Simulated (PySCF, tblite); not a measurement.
# C2H12O3Si, a solvent cluster: NMR shifts, interaction energy and core binding energies

Wanted: the NMR shifts, interaction energy and core binding energies for `O[SiH3]` with 2 × `CO`.

Computed with tblite 0.8.0 and PySCF 2.14.0; each step states its level. No surroundings beyond the atoms listed, unless a continuum is named. Atoms count from 0, parts from 1.

### Step 1. Starting point

18 atoms, charge 0, multiplicity 1; geometry: rigid parts in contact. Parts: 1 = atoms 0–5, `O[SiH3]`, charge 0; 2 = atoms 6–11, `CO`, charge 0; 3 = atoms 12–17, `CO`, charge 0.

### Step 2. Bringing the parts together with GFN2-xTB

What the job is given:

```
{"job": {"kind": "dock", "xc": "GFN2-xTB", "basis": "xTB"}, "charge": 0, "multiplicity": 1, "parts": [{"atoms": "0-5", "charge": 0, "multiplicity": 1}, {"atoms": "6-11", "charge": 0, "multiplicity": 1}, {"atoms": "12-17", "charge": 0, "multiplicity": 1}]}
O      1.063396    -0.445533    -0.349021
Si    -0.425314     0.041513     0.096602
H      1.830837    -0.193588     0.157572
H     -1.258794    -0.482027    -0.982892
H     -0.517820     1.494613     0.187844
H     -0.790050    -0.555597     1.393204
C      0.663722     1.649984    -3.456967
O     -0.299142     2.018280    -2.494658
H      0.826406     0.569768    -3.463313
H      0.351808     1.990550    -4.449625
H      1.598762     2.139198    -3.181311
H     -1.111418     1.520222    -2.639246
C      1.997867     4.335108    -1.417462
O      1.769480     5.585926    -2.024353
H      2.115573     4.430727    -0.331034
H      1.174809     3.645214    -1.621500
H      2.928147     3.954768    -1.838373
H      0.890306     5.876180    -1.764050
```

Method: GFN2-xTB search for minima from random contacts, gas phase.

Command:

```console
$ OMP_NUM_THREADS=1 python cluster_run.py task.json out
```

The driver reads the jobs from task.json and runs them one after another.

Log:

```text
step      E/eV     max force
  0    -662.32986    0.150
  1    -662.33205    0.113
  2    -662.33647    0.099
  3    -662.33724    0.081
  4    -662.33914    0.085
  5    -662.34015    0.084
  6    -662.34149    0.081
  7    -662.34239    0.085
  8    -662.34346    0.103
  9    -662.34480    0.125
 10    -662.34659    0.119
 11    -662.34836    0.094
 12    -662.34977    0.100
 13    -662.35107    0.098
 14    -662.35289    0.128
 15    -662.35538    0.133
 16    -662.35786    0.139
 17    -662.35962    0.130
 18    -662.36091    0.094
 19    -662.36195    0.088
 20    -662.36292    0.075
 21    -662.36396    0.098
 22    -662.36509    0.121
 23    -662.36618    0.093
 24    -662.36688    0.066
 25    -662.36720    0.036
 26    -662.36739    0.044
 27    -662.36764    0.055
 28    -662.36803    0.068
 29    -662.36854    0.081
 30    -662.36906    0.065
 31    -662.36959    0.051
 32    -662.37022    0.064
 33    -662.37100    0.069
 34    -662.37177    0.075
 35    -662.37237    0.074
 36    -662.37293    0.084
 37    -662.37371    0.102
 38    -662.37531    0.106
 39    -662.37748    0.115
 40    -662.37880    0.093
 41    -662.38030    0.113
 42    -662.38214    0.184
 43    -662.38442    0.152
 44    -662.38759    0.220
 45    -662.38878    0.068
 46    -662.39011    0.087
 47    -662.39123    0.093
 48    -662.39226    0.095
 49    -662.39339    0.178
 50    -662.39463    0.077
 51    -662.39548    0.088
 52    -662.39665    0.077
 53    -662.39755    0.081
 54    -662.39813    0.054
 55    -662.39856    0.052
 56    -662.39911    0.054
 57    -662.39989    0.062
 58    -662.40063    0.059
 59    -662.40109    0.057
 60    -662.40138    0.041
 61    -662.40167    0.044
 62    -662.40208    0.055
 63    -662.40256    0.051
 64    -662.40296    0.039
 65    -662.40322    0.031
 66    -662.40342    0.043
 67    -662.40360    0.039
 68    -662.40376    0.025
 69    -662.40387    0.030
 70    -662.40397    0.030
 71    -662.40409    0.027
 72    -662.40426    0.036
 73    -662.40449    0.045
 74    -662.40475    0.044
 75    -662.40505    0.049
 76    -662.40540    0.050
 77    -662.40584    0.049
 78    -662.40636    0.062
 79    -662.40692    0.051
 80    -662.40739    0.053
 81    -662.40776    0.049
 82    -662.40810    0.053
 83    -662.40838    0.044
 84    -662.40866    0.051
 85    -662.40889    0.039
 86    -662.40921    0.033
 87    -662.40947    0.040
 88    -662.40995    0.066
 89    -662.41039    0.048
 90    -662.41082    0.096
 91    -662.41128    0.052
 92    -662.41157    0.080
 93    -662.41187    0.063
 94    -662.41215    0.035
 95    -662.41240    0.029
 96    -662.41256    0.027
 97    -662.41268    0.024
 98    -662.41274    0.031
 99    -662.41281    0.031
100    -662.41294    0.033
101    -662.41328    0.033
102    -662.41360    0.046
103    -662.41398    0.056
104    -662.41423    0.096
105    -662.41470    0.054
106    -662.41510    0.068
107    -662.41560    0.101
108    -662.41595    0.083
109    -662.41647    0.047
110    -662.41672    0.095
111    -662.41737    0.059
112    -662.41821    0.057
113    -662.41935    0.176
114    -662.41835    0.523
115    -662.42134    0.064
116    -662.42154    0.194
117    -662.42295    0.064
118    -662.42400    0.077
119    -662.42554    0.276
120    -662.42826    0.086
121    -662.43173    0.073
122    -662.43426    0.276
123    -662.43903    0.139
124    -662.44465    0.199
125    -662.44671    0.340
126    -662.45156    0.153
127    -662.45406    0.177
128    -662.45541    0.158
129    -662.45714    0.178
130    -662.45889    0.144
131    -662.46022    0.096
132    -662.46196    0.140
133    -662.46422    0.118
134    -662.46723    0.123
135    -662.46996    0.142
136    -662.47325    0.151
137    -662.47566    0.109
138    -662.47747    0.098
139    -662.47898    0.095
140    -662.48028    0.076
141    -662.48174    0.067
142    -662.48292    0.072
143    -662.48409    0.084
144    -662.48552    0.085
145    -662.48709    0.112
146    -662.48847    0.113
147    -662.48956    0.100
148    -662.49050    0.069
149    -662.49161    0.074
150    -662.49319    0.094
151    -662.49563    0.115
152    -662.49914    0.131
153    -662.50388    0.149
154    -662.50858    0.261
155    -662.50518    0.351
156    -662.51285    0.478
157    -662.51680    0.198
158    -662.52111    0.176
159    -662.52481    0.205
160    -662.52795    0.353
161    -662.53388    0.125
162    -662.53656    0.117
163    -662.53870    0.123
164    -662.54184    0.151
165    -662.54467    0.128
166    -662.54911    0.179
167    -662.55466    0.212
168    -662.55452    0.389
169    -662.56306    0.171
170    -662.56656    0.139
171    -662.56980    0.099
172    -662.57418    0.169
173    -662.57642    0.139
174    -662.58146    0.138
175    -662.58499    0.179
176    -662.58918    0.212
177    -662.59490    0.244
178    -662.60245    0.221
179    -662.60962    0.199
180    -662.61475    0.211
181    -662.61933    0.138
182    -662.62377    0.115
183    -662.62771    0.108
184    -662.62962    0.187
185    -662.63165    0.172
186    -662.63351    0.188
187    -662.63548    0.131
188    -662.63668    0.115
189    -662.63754    0.088
190    -662.63811    0.059
191    -662.63874    0.078
192    -662.63933    0.055
193    -662.63980    0.048
194    -662.64015    0.044
195    -662.64042    0.055
196    -662.64068    0.049
197    -662.64096    0.047
198    -662.64126    0.054
199    -662.64160    0.062
200    -662.64197    0.073
201    -662.64197    0.073
202    -662.64849    0.241
203    -662.65147    0.241
204    -662.65605    0.135
205    -662.65944    0.297
206    -662.66396    0.235
207    -662.66749    0.332
208    -662.67258    0.268
209    -662.67790    0.262
210    -662.68251    0.216
211    -662.68707    0.261
212    -662.69513    0.306
213    -662.70166    0.418
214    -662.70874    0.516
215    -662.71673    0.485
216    -662.72185    0.614
217    -662.73307    0.575
218    -662.72930    1.231
219    -662.75461    0.539
220    -662.76386    0.383
221    -662.74644    1.336
222    -662.75949    0.592
223    -662.77074    0.787
224    -662.77380    0.692
225    -662.79012    0.581
226    -662.78450    0.497
227    -662.79735    0.274
228    -662.80055    0.340
229    -662.79805    0.538
230    -662.81064    0.248
231    -662.81389    0.222
232    -662.81674    0.242
233    -662.82007    0.340
234    -662.82298    0.272
235    -662.82596    0.220
236    -662.82970    0.201
237    -662.83214    0.156
238    -662.83481    0.167
239    -662.83658    0.201
240    -662.83873    0.234
241    -662.83327    0.317
242    -662.84060    0.144
243    -662.84030    0.272
244    -662.84290    0.103
245    -662.84374    0.066
246    -662.84509    0.077
247    -662.84650    0.100
248    -662.84727    0.116
249    -662.84824    0.063
250    -662.84917    0.097
251    -662.84954    0.126
252    -662.85034    0.053
253    -662.85072    0.040
254    -662.85111    0.065
255    -662.85141    0.053
256    -662.85161    0.029
257    -662.85174    0.032
258    -662.85183    0.028
259    -662.85188    0.024
260    -662.85194    0.024
261    -662.85202    0.027
262    -662.85212    0.028
263    -662.85223    0.032
264    -662.85234    0.036
265    -662.85244    0.029
266    -662.85253    0.020
267    -662.85260    0.015

distinct minima (kcal/mol above the one taken): 0.00 0.35 0.72 1.78 12.45
by PBE0-D3(BJ)/def2-SVP single points: 0.00 0.47 1.53 4.57 -
binding energy -15.216 kcal/mol
```

Wall time 53 s (1 thread of Arm Neoverse N1, shared host).

Along the way:

| step | energy from step 0 (eV) | largest force (eV/Å) |
| --- | --- | --- |
| 0 | 0.0000 | 0.1496 |
| 11 | -0.0185 | 0.0942 |
| 22 | -0.0352 | 0.1205 |
| 33 | -0.0411 | 0.0697 |
| 44 | -0.0577 | 0.2202 |
| 55 | -0.0687 | 0.0519 |
| 66 | -0.0736 | 0.0427 |
| 77 | -0.0760 | 0.0495 |
| 88 | -0.0801 | 0.0658 |
| 99 | -0.0829 | 0.0310 |
| 110 | -0.0869 | 0.0953 |
| 121 | -0.1019 | 0.0728 |
| 132 | -0.1321 | 0.1409 |
| 143 | -0.1542 | 0.0837 |
| 154 | -0.1787 | 0.2605 |
| 165 | -0.2148 | 0.1274 |
| 176 | -0.2593 | 0.2128 |
| 187 | -0.3056 | 0.1305 |
| 198 | -0.3114 | 0.0541 |
| 209 | -0.3480 | 0.2619 |
| 220 | -0.4340 | 0.3823 |
| 231 | -0.4840 | 0.2220 |
| 242 | -0.5107 | 0.1440 |
| 253 | -0.5209 | 0.0401 |
| 264 | -0.5225 | 0.0362 |
| 267 | -0.5227 | 0.0146 |

Distances of close pairs at the start and the end, largest changes first:

```csv
bond,before (Å),after (Å),change (Å)
O0–H2,0.953,0.974,+0.021
O13–H17,0.962,0.977,+0.016
Si1–H5,1.473,1.463,-0.011
O7–H11,0.964,0.973,+0.009
O0–Si1,1.629,1.621,-0.007
Si1–H4,1.459,1.466,+0.007
C12–H14,1.097,1.094,-0.003
Si1–H3,1.461,1.458,-0.003
```

Contacts between the parts in the structure taken on (a selection, picked against the atoms' radii; other short pairs can be missing):

| atoms | distance (Å) | kind (by distance and angle) | angle (°) |
| --- | --- | --- | --- |
| H2···O13 | 1.79 | hydrogen bond | 156 |
| H17···O7 | 1.89 | hydrogen bond | 149 |
| H11···O0 | 1.94 | hydrogen bond | 147 |

Minima and a leading contact of each: 0.00 kcal/mol, H2···O13 1.79 Å (hydrogen bond); 0.35 kcal/mol, H2···O13 1.80 Å (hydrogen bond); 0.72 kcal/mol, H2···O13 1.80 Å (hydrogen bond); 1.77 kcal/mol, H2···O7 1.78 Å (hydrogen bond); 12.45 kcal/mol, Si1···H17 3.02 Å (inside the van der Waals sum).

### Step 3. Optimising the geometry at PBE0-D3(BJ)/def2-SVPD

What the job is given:

```
{"job": {"xc": "PBE0", "basis": "def2-SVPD", "d3": "d3bj", "grid": 2, "kind": "geom", "shake": 0.01}, "charge": 0, "multiplicity": 1, "parts": [{"atoms": "0-5", "charge": 0, "multiplicity": 1}, {"atoms": "6-11", "charge": 0, "multiplicity": 1}, {"atoms": "12-17", "charge": 0, "multiplicity": 1}]}
O      1.012690     0.758597    -1.124085
Si     0.686444    -0.136479     0.173027
H      1.482245     1.610557    -1.090859
H     -0.094146    -1.194368    -0.394301
H     -0.046764     0.635692     1.168186
H      1.932009    -0.626912     0.757925
C     -0.021493     2.136135    -4.326504
O     -0.241312     2.491990    -2.985796
H      0.978272     1.752704    -4.453789
H     -0.757162     1.391309    -4.661049
H     -0.160641     3.043827    -4.906342
H     -0.114960     1.696212    -2.425101
C      1.353682     4.171783    -0.328719
O      1.816428     3.348463    -1.369544
H      1.293444     5.194212    -0.635275
H      0.412741     3.838004     0.067790
H      2.124809     4.103872     0.474445
H      1.146008     3.359269    -2.074724
```

Log:

```text
step   0  E = -597.85466147  max force = 0.038414
step   1  E = -597.86351138  max force = 0.005077
step   2  E = -597.86373027  max force = 0.001422
step   3  E = -597.86376145  max force = 0.000852
step   4  E = -597.86378181  max force = 0.000901
step   5  E = -597.86379523  max force = 0.000594
step   6  E = -597.86380571  max force = 0.000646
step   7  E = -597.86381164  max force = 0.000380
optimisation converged
```

Run time: 6.2 min. Hardware: 1 thread of Arm Neoverse N1, shared host; peak memory 0.84 GiB.

Relaxation path:

```csv
step,energy from step 0 (eV),largest force component (eV/Å)
0,0.0000,1.9753
1,-0.2408,0.2611
2,-0.2468,0.0731
3,-0.2476,0.0438
4,-0.2482,0.0463
5,-0.2485,0.0305
6,-0.2488,0.0332
7,-0.2490,0.0195
```

Close pairs (by a distance rule), those that changed most:

| bond | before (Å) | after (Å) | change (Å) |
| --- | --- | --- | --- |
| O0–Si1 | 1.609 | 1.674 | +0.065 |
| Si1–H3 | 1.432 | 1.488 | +0.056 |
| Si1–H4 | 1.457 | 1.496 | +0.038 |
| Si1–H5 | 1.461 | 1.494 | +0.033 |
| C12–H14 | 1.069 | 1.102 | +0.032 |
| C12–H15 | 1.074 | 1.104 | +0.029 |
| C6–H8 | 1.078 | 1.103 | +0.025 |
| C12–H16 | 1.115 | 1.097 | -0.018 |

The end geometry stands in the next job.

```csv
at the end point,value
point group (found at 0.08 Å tolerance),C1
"rotational constants (GHz, main isotopes)","2.099, 1.245, 0.833"
dipole moment (D),0.73
```

Contacts at the end point (a selection, picked against the atoms' radii; other short pairs can be missing):

```csv
atoms,distance (Å),kind (by distance and angle),angle (°)
H2···O13,1.72,hydrogen bond,157
H17···O7,1.80,hydrogen bond,152
H11···O0,1.88,hydrogen bond,148
```

Against the parts relaxed at this level the binding energy is -21.31 kcal/mol, without counterpoise.

[end of part 1 of 3]
